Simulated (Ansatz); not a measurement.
HPbNO4:

```xyz
7
Lattice="4.2041 0.0000 0.0000 2.0217 3.8395 0.0000 2.0469 1.2790 6.2813" Properties=species:S:1:pos:R:3 pbc="T T T"
H     6.4119    3.4218    3.9444
Pb    4.2925    4.6959    5.5497
N     2.2802    1.4940    1.8951
O     6.4140    3.5006    4.9249
O     2.3104    1.0037    0.7095
O     2.3185    0.7238    2.8804
O     2.2113    2.7408    2.0273
```

The cell was built by a generator and needn't be a form met in nature.

- Program: Ansatz 0.2.0
- Task: relaxation of cell and atoms
- Functional: PBEsol
- Potentials or basis: Ansatz PAW
- Cutoff: 420 eV (not typed: the program's choice for these potentials)
- k mesh: 5 × 5 × 3
- Occupations: fermi-dirac, width 0.05 eV
- Spin: no spin polarisation

At the start: volume 14.48 Å³/atom.

Q: How do energy, volume and symmetry change on relaxing?

A: It ends after 16 steps and the volume is 13.56 Å³/atom (-6.4 %); space group P1 (No. 1, to 0.05 Å).

The path:
```
step  energy change (eV)  largest force (eV/Å)  volume (Å³)
   1              0.0000                0.3909       101.39
   2             -0.0621                0.1596        96.70
   3             -0.0650                0.1928        96.29
   4             -0.0680                0.0973        95.96
   5             -0.0697                0.0272        95.72
   6             -0.0697                0.0349        95.70
   7             -0.0697                0.0285        95.73
   8             -0.0700                0.0253        95.67
   9             -0.0702                0.0096        95.65
  10             -0.0701                0.0071        95.68
  11             -0.0525                0.0073        95.68
  12             -0.0565                0.0920        94.86
  13             -0.0565                0.0093        94.93
  14             -0.0536                0.0090        94.93
  15             -0.0537                0.0056        94.89
  16             -0.0536                0.0057        94.89
```

Final structure:
```cif
data_structure
_symmetry_space_group_name_H-M 'P 1'
_symmetry_Int_Tables_number 1
_cell_length_a 4.1409
_cell_length_b 4.2315
_cell_length_c 6.6136
_cell_angle_alpha 72.365
_cell_angle_beta 72.003
_cell_angle_gamma 61.169
_cell_volume 94.89
loop_
_atom_site_label
_atom_site_type_symbol
_atom_site_fract_x
_atom_site_fract_y
_atom_site_fract_z
_atom_site_occupancy
H1 H 0.89880 0.67886 0.61969 1
Pb1 Pb 0.13912 0.93900 0.88290 1
N1 N 0.25541 0.28700 0.30490 1
O1 O 0.83378 0.65095 0.77945 1
O2 O 0.38728 0.21564 0.11443 1
O3 O 0.30682 0.02958 0.46314 1
O4 O 0.07752 0.61477 0.32699 1
```

Caveat: the plane-wave basis is chosen anew once the cell has moved, so the energies of steps on either side of that aren't comparable; the pressure holds a Pulay correction of +0.7 GPa for the finite cutoff; the PAW data sets come from PBE, with cores solved anew for the run's functional, which leaves a small shift of forces and pressure.
